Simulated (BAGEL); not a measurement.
# One shape, several levels: VOF3 (SMILES [O]=[V]([F])([F])[F])

We compute a comparison of 3 runs (HF/def2-SVP, HF/6-31G*, HF/def2-SVPD) of VOF3. 

Program for the calculation: BAGEL 1.2.2.

### 1 The molecule

VOF3: 5 atoms, total charge 0, spin state singlet. As SMILES, `[O]=[V]([F])([F])[F]`. The shape is that of a PBE0-D4/def2-TZVP optimisation.

Bond lengths: O1–V2 1.541 Å, V2–F3 1.712 Å, V2–F4 1.712 Å, V2–F5 1.712 Å. Angles: O1–V2–F3 108.5°, O1–V2–F4 108.5°, O1–V2–F5 108.5°, F3–V2–F4 110.4°, F3–V2–F5 110.4°, F4–V2–F5 110.4°.

### 2 A single-point energy at HF/def2-SVP (run 1)

File input.json:

```json
{ "bagel": [

{
  "title": "molecule",
  "basis": "svp",
  "df_basis": "qzvpp-jkfit",
  "geometry": [
    { "atom": "O", "xyz": [     1.08621458,    -1.65672289,     2.19321614 ] },
    { "atom": "V", "xyz": [     0.03080254,    -0.04610932,     0.00907069 ] },
    { "atom": "F", "xyz": [    -2.62180603,     1.48419090,     1.05219951 ] },
    { "atom": "F", "xyz": [    -0.69409641,    -2.01085757,    -2.45664396 ] },
    { "atom": "F", "xyz": [     2.29318265,     2.09022607,    -0.87607703 ] }
  ]
},

{ "title": "hf", "charge": 0, "df": false },

{ "title": "print", "file": "orbitals.molden", "orbitals": true }

]}
```

Started as:

```console
$ BAGEL_NUM_THREADS=1 BAGEL input.json > input.out
```

Log:

```text
* using 1 threads per process

  ===============================================================
  ===============================================================

  *** Geometry ***

  { "atom" : "O", "xyz" : [      1.086215,     -1.656723,      2.193216 ] },
  { "atom" : "V", "xyz" : [      0.030803,     -0.046109,      0.009071 ] },
  { "atom" : "F", "xyz" : [     -2.621806,      1.484191,      1.052200 ] },
  { "atom" : "F", "xyz" : [     -0.694096,     -2.010858,     -2.456644 ] },
  { "atom" : "F", "xyz" : [      2.293183,      2.090226,     -0.876077 ] },

  Number of auxiliary basis functions:      572

  Since a DF basis is specified, we compute 2- and 3-index integrals:
    o Being stored without compression. Storage requirement is 0.035 GB

  Number of basis functions:       87
  Number of electrons      :       58

    * METHOD: MOLECULE                             0.36

  *** RHF ***

  === Nuclear Repulsion ===
   344.1463840542

      * DIIS with orbital gradients will be used.

  === RHF iteration (svp) ===
      0      -1311.10911591          0.03741362           0.74
      1      -1309.10851140          0.12758709           0.74
      2      -1315.44544325          0.01483827           0.73
      3      -1315.54641127          0.01265500           0.71
      4      -1315.62953362          0.00215440           0.71
      5      -1315.63592430          0.00127001           0.70
      6      -1315.64011092          0.00107015           0.69
      7      -1315.64626016          0.00078212           0.69
      8      -1315.65001611          0.00057221           0.68
      9      -1315.65055799          0.00067665           0.68
     10      -1315.65101911          0.00057864           0.68
     11      -1315.65120670          0.00007671           0.67
     12      -1315.65122452          0.00003037           0.66
     13      -1315.65122703          0.00001879           0.66
     14      -1315.65122789          0.00001258           0.66
     15      -1315.65122823          0.00000913           0.65
     16      -1315.65122861          0.00000692           0.65
     17      -1315.65122871          0.00000609           0.64
     18      -1315.65122877          0.00000216           0.64
     19      -1315.65122878          0.00000130           0.63
     20      -1315.65122879          0.00000067           0.61
     21      -1315.65122879          0.00000043           0.60
     22      -1315.65122879          0.00000026           0.59
     23      -1315.65122879          0.00000024           0.58
     24      -1315.65122879          0.00000015           0.57
     25      -1315.65122879          0.00000011           0.58
     26      -1315.65122879          0.00000008           0.58
     27      -1315.65122879          0.00000005           0.56
     28      -1315.65122879          0.00000003           0.56
     29      -1315.65122879          0.00000002           0.55
     30      -1315.65122879          0.00000002           0.53
     31      -1315.65122879          0.00000001           0.52
    * SCF iteration converged.

    * Permanent dipole moment:
           (    0.001146,    -0.001684,     0.002501) a.u.

    * METHOD: HF                                  20.88

    * METHOD: PRINT                                0.02

  ===============================================================
```

Wall time 22 s (1 thread of Arm Neoverse V1, shared host); peak memory 0.087 GiB.

### 3 A single-point energy at HF/6-31G(d) (spherical functions) (run 2)

File job.json:

```json
{ "bagel": [

{
  "title": "molecule",
  "basis": "6-31gs.json",
  "df_basis": "qzvpp-jkfit",
  "angstrom": true,
  "geometry": [
    { "atom": "O", "xyz": [    0.574800,   -0.876700,    1.160600 ] },
    { "atom": "V", "xyz": [    0.016300,   -0.024400,    0.004800 ] },
    { "atom": "F", "xyz": [   -1.387400,    0.785400,    0.556800 ] },
    { "atom": "F", "xyz": [   -0.367300,   -1.064100,   -1.300000 ] },
    { "atom": "F", "xyz": [    1.213500,    1.106100,   -0.463600 ] }
  ]
},
{
  "title": "hf",
  "df": false
},
{
  "title": "print",
  "file": "orbitals.molden",
  "orbitals": true
}

]}
```

The basis set 6-31G* is read from a file made from the Basis Set Exchange's data (not shown).

Started as:

```console
$ BAGEL_NUM_THREADS=1 BAGEL job.json > job.out
```

Log:

```text
* using 1 threads per process

  ===============================================================
  ===============================================================

  *** Geometry ***

  { "atom" : "O", "xyz" : [      1.086215,     -1.656723,      2.193216 ] },
  { "atom" : "V", "xyz" : [      0.030803,     -0.046109,      0.009071 ] },
  { "atom" : "F", "xyz" : [     -2.621806,      1.484191,      1.052200 ] },
  { "atom" : "F", "xyz" : [     -0.694096,     -2.010858,     -2.456644 ] },
  { "atom" : "F", "xyz" : [      2.293183,      2.090226,     -0.876077 ] },

  Number of auxiliary basis functions:      572

  Since a DF basis is specified, we compute 2- and 3-index integrals:
    o Being stored without compression. Storage requirement is 0.037 GB

  Number of basis functions:       90
  Number of electrons      :       58

    * METHOD: MOLECULE                             0.41

  *** RHF ***

  === Nuclear Repulsion ===
   344.1463840289

      * DIIS with orbital gradients will be used.

  === RHF iteration (6-31gs.json) ===
      0      -1311.87995080          0.03992485           1.47
      1      -1308.82720803          0.14201854           1.48
      2      -1315.78978212          0.01727214           1.43
      3      -1315.90339552          0.01470975           1.42
      4      -1316.00696254          0.00203043           1.41
      5      -1316.01308293          0.00128046           1.39
      6      -1316.01621964          0.00103403           1.39
      7      -1316.02172669          0.00068157           1.41
      8      -1316.02481679          0.00041657           1.39
      9      -1316.02501085          0.00043286           1.38
     10      -1316.02514945          0.00032252           1.38
     11      -1316.02520617          0.00004569           1.36
     12      -1316.02521184          0.00002461           1.34
     13      -1316.02521313          0.00001271           1.33
     14      -1316.02521352          0.00000823           1.31
     15      -1316.02521367          0.00000607           1.30
     16      -1316.02521386          0.00000335           1.33
     17      -1316.02521388          0.00000264           1.29
     18      -1316.02521389          0.00000081           1.28
     19      -1316.02521389          0.00000061           1.25
     20      -1316.02521390          0.00000027           1.25
     21      -1316.02521390          0.00000018           1.21
     22      -1316.02521390          0.00000012           1.20
     23      -1316.02521390          0.00000010           1.20
     24      -1316.02521390          0.00000007           1.16
     25      -1316.02521390          0.00000005           1.19
     26      -1316.02521390          0.00000003           1.16
     27      -1316.02521390          0.00000002           1.14
     28      -1316.02521389          0.00000001           1.11
     29      -1316.02521389          0.00000001           1.09
    * SCF iteration converged.

    * Permanent dipole moment:
           (    0.030578,    -0.046602,     0.063417) a.u.

    * METHOD: HF                                  39.97

    * METHOD: PRINT                                0.02

  ===============================================================
```

Wall time 41 s (1 thread of Arm Neoverse V1, shared host); peak memory 0.13 GiB.

### 4 The energy at HF/def2-SVPD (density fitting with qzvpp-jkfit) (run 3)

File input.json:

```json
{ "bagel" : [

{
  "title" : "molecule",
  "basis" : "def2-svpd.json",
  "df_basis" : "qzvpp-jkfit",
  "angstrom" : "true",
  "geometry" : [
    { "atom" : "O", "xyz" : [    0.574800,   -0.876700,    1.160600 ] },
    { "atom" : "V", "xyz" : [    0.016300,   -0.024400,    0.004800 ] },
    { "atom" : "F", "xyz" : [   -1.387400,    0.785400,    0.556800 ] },
    { "atom" : "F", "xyz" : [   -0.367300,   -1.064100,   -1.300000 ] },
    { "atom" : "F", "xyz" : [    1.213500,    1.106100,   -0.463600 ] }
  ]
},
{ "title" : "hf" },
{ "title" : "print", "file" : "orbitals.molden", "orbitals" : "true" }

]}
```

The basis set def2-SVPD is read from a file made from the Basis Set Exchange's data (not shown).

Started as:

```console
$ BAGEL_NUM_THREADS=1 BAGEL input.json > input.out
```

Log:

```text
* using 1 threads per process

  ===============================================================
  ===============================================================

  *** Geometry ***

  { "atom" : "O", "xyz" : [      1.086215,     -1.656723,      2.193216 ] },
  { "atom" : "V", "xyz" : [      0.030803,     -0.046109,      0.009071 ] },
  { "atom" : "F", "xyz" : [     -2.621806,      1.484191,      1.052200 ] },
  { "atom" : "F", "xyz" : [     -0.694096,     -2.010858,     -2.456644 ] },
  { "atom" : "F", "xyz" : [      2.293183,      2.090226,     -0.876077 ] },

  Number of auxiliary basis functions:      572

  Since a DF basis is specified, we compute 2- and 3-index integrals:
    o Being stored without compression. Storage requirement is 0.073 GB

  Number of basis functions:      126
  Number of electrons      :       58

    * METHOD: MOLECULE                             0.44

  *** RHF ***

  === Nuclear Repulsion ===
   344.1463840289

      * DIIS with orbital gradients will be used.

  === RHF iteration (def2-svpd.json) ===
      0      -1314.44679122          0.03403787           0.18
      1      -1306.11450239          0.11411891           0.17
      2      -1315.61742435          0.00971472           0.18
      3      -1315.67460059          0.00541003           0.18
      4      -1315.69715351          0.00125790           0.18
      5      -1315.69883013          0.00048603           0.18
      6      -1315.69928332          0.00016897           0.18
      7      -1315.69952292          0.00011745           0.18
      8      -1315.69964802          0.00004737           0.17
      9      -1315.69966901          0.00001866           0.18
     10      -1315.69967092          0.00000958           0.18
     11      -1315.69967130          0.00000368           0.18
     12      -1315.69967133          0.00000144           0.18
     13      -1315.69967134          0.00000077           0.17
     14      -1315.69967134          0.00000039           0.18
     15      -1315.69967134          0.00000034           0.17
     16      -1315.69967134          0.00000016           0.17
     17      -1315.69967134          0.00000010           0.17
     18      -1315.69967134          0.00000006           0.17
     19      -1315.69967134          0.00000002           0.17
     20      -1315.69967134          0.00000001           0.17
    * SCF iteration converged.

    * Permanent dipole moment:
           (    0.011940,    -0.018162,     0.024853) a.u.

    * METHOD: HF                                   4.02

    * METHOD: PRINT                                0.04

  ===============================================================
```

Run time: 4.8 s. Hardware: 1 thread of Arm Neoverse V1, shared host; peak memory 0.21 GiB.

### 5 All runs side by side

| run | level | integral approximation | energy (Eh) | dipole moment (D) | HOMO energy (eV) | LUMO energy (eV) | wall time |
| --- | --- | --- | --- | --- | --- | --- | --- |
| 1 | HF/def2-SVP | none | -1315.651229 | 0.01 | -16.39 | -0.50 | 22 s |
| 2 | HF/6-31G* (spherical functions) | none | -1316.025214 | 0.21 | -15.99 | 0.04 | 41 s |
| 3 | HF/def2-SVPD (density fitting with qzvpp-jkfit) | qzvpp-jkfit | -1315.699671 | 0.08 | -16.32 | -0.31 | 4.8 s |

### 6 Summary of results

```
            quantity           value
 run 3: total energy  -1315.69967 Eh
run 3: dipole moment          0.08 D
  run 3: HOMO energy       -16.32 eV
  run 3: LUMO energy        -0.31 eV
run 3: HOMO–LUMO gap        16.01 eV
```

**Reading.** The dipole moment (its size) runs from 0.01 D (HF/def2-SVP) to 0.21 D (HF/6-31G*). The HOMO–LUMO gap runs from 15.89 eV (HF/def2-SVP) to 16.04 eV (HF/6-31G*). All runs together took 67 s, the longest 41 s.
